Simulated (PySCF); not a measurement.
# [LuH2]+: other functionals and bases at one geometry

Aim: see how levels, charges and forces of [LuH2]+ depend on the level of theory. It is a constructed species; whether it can be made isn't addressed.

Method: several levels, as the steps say, no spin–orbit coupling; program: PySCF 2.14.0.

1 further run of the same task is left out (for a known fault of the program).

### 1 The system as given

3 atoms, charge 1, spin multiplicity 1.

Bond lengths: Lu1–H2 1.866 Å, Lu1–H3 1.866 Å. Angles: H2–Lu1–H3 104.7°.

Coordinates:

```xyz
3
H2Lu
Lu    0.00000    0.00000   -0.19104
H     1.47807    0.00000    0.94869
H    -1.47807    0.00000    0.94869
```

Formal oxidation states: Lu +3. Each metal's 14 4f electrons lie in its core potential, so multiplicities, spins and levels count the valence alone. An earlier session relaxed this geometry at PBE0, Lu lcecp-1-SVP with ECP60, H def2-SVP (singlet, point group C2v).

At PBE0 on the finer grid: E = -40.846278 Eh, HOMO -12.96 eV, LUMO -8.07 eV, Mulliken charge on Lu1 +1.18 e, largest force component 0.005 eV/Å. 

Levels to run: TPSSh; BP86; PBE0, TZVP. Hardware: 2 threads of Intel Xeon 6975P-C (Granite Rapids), shared host.

### 2 TPSSh

run.py (the lines that set the calculation) reads:

```python
mol = gto.M(atom='''
Lu     0.00000     0.00000    -0.19104
H      1.47807     0.00000     0.94869
H     -1.47807     0.00000     0.94869''',
    basis={'Lu': 'lcecp-1-SVP', 'H': 'def2-SVP'},
    ecp={'Lu': 'lcecp-1-SVP'},
    charge=1, spin=0)
mf = dft.RKS(mol, xc='TPSSH')
mf.grids.atom_grid = (75, 302)  # f atoms: unpruned, at least (60, 302)
mf = mf.density_fit()  # fitting sets: Lu AutoAux, H def2-universal-JKFIT
mf.conv_tol = 1e-08; mf.max_cycle = 55
mf.kernel(dm0)  # dm0: the density of the relaxed state
```

Started as:

```sh
$ OMP_NUM_THREADS=2 python run.py
```

### 3 BP86

Changes to run.py (the lines that set the calculation) since step 2:

```diff
@@ -7,3 +7,3 @@
     charge=1, spin=0)
-mf = dft.RKS(mol, xc='TPSSH')
+mf = dft.RKS(mol, xc='B88,P86')
 mf.grids.atom_grid = (75, 302)  # f atoms: unpruned, at least (60, 302)
```

### 4 PBE0, TZVP

Basis: Lu lcecp-1-TZVP with ECP60, H def2-TZVP. 

run.py (the lines that set the calculation) reads:

```python
mol = gto.M(atom='''
Lu     0.00000     0.00000    -0.19104
H      1.47807     0.00000     0.94869
H     -1.47807     0.00000     0.94869''',
    basis={'Lu': 'lcecp-1-TZVP', 'H': 'def2-TZVP'},
    ecp={'Lu': 'lcecp-1-TZVP'},
    charge=1, spin=0)
mf = dft.RKS(mol, xc='PBE0')
mf.grids.atom_grid = (75, 302)  # f atoms: unpruned, at least (60, 302)
mf = mf.density_fit()  # fitting sets: Lu AutoAux, H def2-universal-JKFIT
mf.conv_tol = 1e-08; mf.max_cycle = 55
mf.kernel(dm0)  # dm0: free metal ions and neutral atoms
```

**Question.** What will these runs give? Wanted: for each run, HOMO; gap; charge on Lu1; dipole; largest force.

The runs gave:

| level | state | HOMO (eV) | gap (eV) | charge on Lu1 (e) | dipole (D) | largest force (eV/Å) | basis functions | time |
| --- | --- | --- | --- | --- | --- | --- | --- | --- |
| PBE0 (relaxed here) | singlet | -12.96 | 4.89 | 1.18 | 4.26 | 0.00 | 43 | 1.2 s |
| TPSSh | singlet | -12.40 | 4.02 | 1.24 | 4.34 | 0.03 | 43 | 0.8 s |
| BP86 | singlet | -11.95 | 3.02 | 1.11 | 3.84 | 0.21 | 43 | 0.7 s |
| PBE0, TZVP | singlet | -12.96 | 4.92 | 1.26 | 4.34 | 0.09 | 59 | 2 s |

Times are on 2 threads of Intel Xeon 6975P-C (Granite Rapids), shared host; the first row also made further properties. The dipole of a charged species depends on the origin, so these sizes hold for this origin alone.

In one basis the HOMO–LUMO gap runs from 3.02 eV (BP86) to 4.89 eV (PBE0). The largest leftover force, 0.21 eV/Å with BP86, stands at a geometry relaxed at another level. The Mulliken charge on Lu spans +1.11 to +1.26 e over the levels. With 4f in the core, its levels are missing from HOMO and gap. Total energies of different levels can't be compared. Spin–orbit coupling is left out throughout.
